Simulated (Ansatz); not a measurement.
Working through a geometry optimisation of CH6BFO2Si, SMILES CBO[SiH](O)F

Computed with the Ansatz DFT code, driven from Python.

Typed at the interpreter:
```pycon
>>> import warnings
>>> import ansatz
>>> import numpy as np
>>> warnings.simplefilter("ignore", ansatz.DeckWarning)
>>> geometry_ang = [
...     ("C", [-1.0088, 0.9421, -1.1274]),
...     ("B", [0.1282, 1.173, -0.1031]),
...     ("O", [1.2453, 0.2666, -0.1267]),
...     ("Si", [1.0074, -0.9399, 1.0546]),
...     ("O", [-0.3328, -1.9706, 0.478]),
...     ("F", [2.3158, -1.8666, 1.3086]),
...     ("H", [-1.9819, 0.8494, -0.5823]),
...     ("H", [-0.8288, 0.1139, -1.7807]),
...     ("H", [-1.1288, 1.9047, -1.7403]),
...     ("H", [0.1262, 2.1043, 0.6548]),
...     ("H", [0.5314, -0.3375, 2.36]),
...     ("H", [0.0037, -2.2946, -0.3614]),
... ]
>>> mol = ansatz.Crystal.molecule()
>>> for symbol, xyz in geometry_ang:
...     mol = mol.atom(symbol, xyz)
...
>>> model = (
...     mol.calculation()
...     .basis(gaussian="cc-pVDZ")  # atom-centred Gaussian functions
...     .functional("hf")
... )
>>> symbols = [site.symbol for site in mol.cartesian_sites]
>>> start = np.array([site.position_ang for site in mol.cartesian_sites], dtype=float)
>>> def progress(event):
...     if event["event"] == "relax_step":
...         row = event["data"]
...         print(f"step {row['step']:3d}  E = {row['lagrangian_ev']:.6f} eV  largest force component {row['allowed_force_max_ev_ang']:.4f} eV/A")
...
>>> data = model.relax(force_tolerance=0.02, max_steps=100).session().plan().execute(on_event=progress).report
step   1  E = -16444.514239 eV  largest force component 3.2948 eV/A
step   2  E = -16445.038348 eV  largest force component 1.8832 eV/A
step   3  E = -16445.277619 eV  largest force component 1.0237 eV/A
step   4  E = -16445.423633 eV  largest force component 0.3300 eV/A
step   5  E = -16445.454764 eV  largest force component 0.2588 eV/A
step   6  E = -16445.487642 eV  largest force component 0.4325 eV/A
step   7  E = -16445.508590 eV  largest force component 0.3233 eV/A
step   8  E = -16445.558495 eV  largest force component 0.2340 eV/A
step   9  E = -16445.587383 eV  largest force component 0.2670 eV/A
step  10  E = -16445.569164 eV  largest force component 0.5769 eV/A
step  11  E = -16445.606719 eV  largest force component 0.2758 eV/A
step  12  E = -16445.617245 eV  largest force component 0.1716 eV/A
step  13  E = -16445.620969 eV  largest force component 0.1416 eV/A
step  14  E = -16445.622354 eV  largest force component 0.0737 eV/A
step  15  E = -16445.623278 eV  largest force component 0.0393 eV/A
step  16  E = -16445.624073 eV  largest force component 0.0412 eV/A
step  17  E = -16445.622657 eV  largest force component 0.1776 eV/A
step  18  E = -16445.624811 eV  largest force component 0.0332 eV/A
step  19  E = -16445.624579 eV  largest force component 0.1463 eV/A
step  20  E = -16445.622634 eV  largest force component 0.2653 eV/A
step  21  E = -16445.625345 eV  largest force component 0.0096 eV/A
step  22  E = -16445.626008 eV  largest force component 0.0456 eV/A
step  23  E = -16445.626184 eV  largest force component 0.1031 eV/A
step  24  E = -16445.626635 eV  largest force component 0.0650 eV/A
step  25  E = -16445.627340 eV  largest force component 0.0226 eV/A
step  26  E = -16445.628211 eV  largest force component 0.0398 eV/A
step  27  E = -16445.615783 eV  largest force component 0.4111 eV/A
step  28  E = -16445.627869 eV  largest force component 0.1520 eV/A
step  29  E = -16445.628630 eV  largest force component 0.0142 eV/A
step  30  E = -16445.628994 eV  largest force component 0.0881 eV/A
step  31  E = -16445.629468 eV  largest force component 0.0413 eV/A
step  32  E = -16445.629908 eV  largest force component 0.0230 eV/A
step  33  E = -16445.630303 eV  largest force component 0.0258 eV/A
step  34  E = -16445.627052 eV  largest force component 0.1998 eV/A
step  35  E = -16445.629854 eV  largest force component 0.0908 eV/A
step  36  E = -16445.630451 eV  largest force component 0.0225 eV/A
step  37  E = -16445.630752 eV  largest force component 0.0404 eV/A
step  38  E = -16445.630836 eV  largest force component 0.0389 eV/A
step  39  E = -16445.630957 eV  largest force component 0.0218 eV/A
step  40  E = -16445.631066 eV  largest force component 0.0237 eV/A
step  41  E = -16445.631128 eV  largest force component 0.0248 eV/A
step  42  E = -16445.631178 eV  largest force component 0.0218 eV/A
step  43  E = -16445.631218 eV  largest force component 0.0151 eV/A
>>> end = np.array(data["positions_ang"])
>>> print("reference energy %16.6f eV" % data["reference_energy_ev"])
reference energy    -16445.631218 eV
>>> print("total energy     %16.6f eV" % data["free_energy_ev"])
total energy        -16445.631218 eV
>>> print("occupied orbitals outside the frozen core (up, down):", data["n_occupied"], " frozen:", data["n_frozen"], " virtual:", data["n_virtual"])
occupied orbitals outside the frozen core (up, down): [28, 28]  frozen: 0  virtual: [90, 90]
>>> print("final positions (A) and the move of each atom")
final positions (A) and the move of each atom
>>> for symbol, xyz, old in zip(symbols, end, start):
...     print(f"{symbol:2s} {xyz[0]:10.5f} {xyz[1]:10.5f} {xyz[2]:10.5f}   {np.linalg.norm(xyz - old):7.4f}")
...
C    -1.01332    1.44948   -1.44936    0.6009
B    -0.22062    0.97164   -0.17902    0.4099
O    -0.00646   -0.35568    0.05227    1.4093
Si    0.84450   -1.15240    1.22970    0.3199
O     0.43882   -2.73985    1.21978    1.3181
F     2.41437   -0.97850    0.85119    1.0038
H    -1.88459    2.04176   -1.14531    1.3222
H    -1.34943    0.62659   -2.08362    0.7910
H    -0.38662    2.12316   -2.04587    0.8318
H     0.20761    1.77151    0.61977    0.3444
H     0.63092   -0.61139    2.57019    0.3593
H     0.40171   -3.20151    0.39437    1.2458
>>> with open("ch6bfo2si_opt.xyz", "w") as handle:
...     handle.write(f"{len(symbols)}\nrelaxed CH6BFO2Si\n")
...     handle.writelines(f"{s:2s} {x:11.6f} {y:11.6f} {z:11.6f}\n" for s, (x, y, z) in zip(symbols, end))
...
21
```

`ch6bfo2si_opt.xyz`, as written:
```text
12
relaxed CH6BFO2Si
C    -1.013318    1.449481   -1.449356
B    -0.220624    0.971644   -0.179022
O    -0.006460   -0.355685    0.052272
Si    0.844501   -1.152404    1.229698
O     0.438823   -2.739849    1.219783
F     2.414367   -0.978504    0.851194
H    -1.884594    2.041758   -1.145312
H    -1.349429    0.626590   -2.083623
H    -0.386618    2.123161   -2.045869
H     0.207614    1.771508    0.619769
H     0.630923   -0.611389    2.570191
H     0.401715   -3.201510    0.394375
```

Caveats:
- Total energies depend on the basis set; only differences at equal settings carry meaning.
- The end point is the stationary point reached from this start; no frequency run checks that it is a minimum, and the basis set is modest.
- Hardware and time: 3.2 min on 1 thread of Arm Neoverse V1, with other jobs on the host, peak memory 0.33 GiB.

(Lines on the test bed's own set-up are left out of the output.)
